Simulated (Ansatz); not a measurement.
CH4OSiTe, SMILES [TeH][SiH]1CO1, a rigid scan of one bond angle

Program: the Python package of Ansatz (0.2.0).

The cells in order, each with its output:

**Cell 1**
```python
import ansatz as az
from ase import Atoms
```

**Cell 2**
```python
atoms = Atoms(["Te", "Si", "C", "O", "H", "H", "H", "H"], positions=[
    (-1.1497, 1.8224, -1.263),
    (0.3158, 0.7828, 0.3698),
    (0.2301, -1.0522, 0.4062),
    (1.2555, -0.5088, -0.4465),
    (-2.1023, 0.3868, -1.4369),
    (1.3049, 1.5676, 1.1464),
    (-0.5505, -1.5342, -0.1161),
    (0.7884, -1.5214, 1.2843),
])
```

**Cell 3**
```python
first = (
    az.Crystal.molecule_from_ase(atoms).calculation()
    .basis(gaussian="def2-SVP")
    .functional("b3lyp", dispersion="d3bj")
    .relax(force_tolerance=0.02, max_steps=80)
)
atoms.positions = first.run(threads=1).report["positions_ang"]
```

**Cell 4**
```python
rows = []
for angle in [85, 95, 105, 115, 125, 140, 160]:
    bent = atoms.copy()
    bent.set_angle(1, 0, 4, angle, indices=[4])
    base = az.Crystal.molecule_from_ase(bent).calculation()
    base = base.basis(gaussian="def2-SVP")
    base = base.functional("b3lyp", dispersion="d3bj")
    rows.append((angle, base.run(threads=1).report["free_energy_ev"]))
floor = min(e for _, e in rows)
for angle, e in rows:
    print(f"angle Si1-Te0-H4 = {angle:3d} deg   {1000 * (e - floor):9.1f} meV")
```
Output:
```text
angle Si1-Te0-H4 =  85 deg         3.4 meV
angle Si1-Te0-H4 =  95 deg         0.0 meV
angle Si1-Te0-H4 = 105 deg        92.4 meV
angle Si1-Te0-H4 = 115 deg       274.1 meV
angle Si1-Te0-H4 = 125 deg       537.5 meV
angle Si1-Te0-H4 = 140 deg      1063.0 meV
angle Si1-Te0-H4 = 160 deg      1899.8 meV
```

Notes:
- The scan is rigid, and the energies are electronic, in a modest basis. The zero is the lowest point of the grid, which needn't be the minimum.
- def2 sets replace the cores of elements past krypton by effective core potentials.
- b3lyp holds the VWN-RPA fit, as in Gaussian; the form of ORCA and Turbomole is b3lyp5.
- Wall time of the script: 83 s on 1 thread of Arm Neoverse V2 (shared host), peak memory 0.28 GiB.
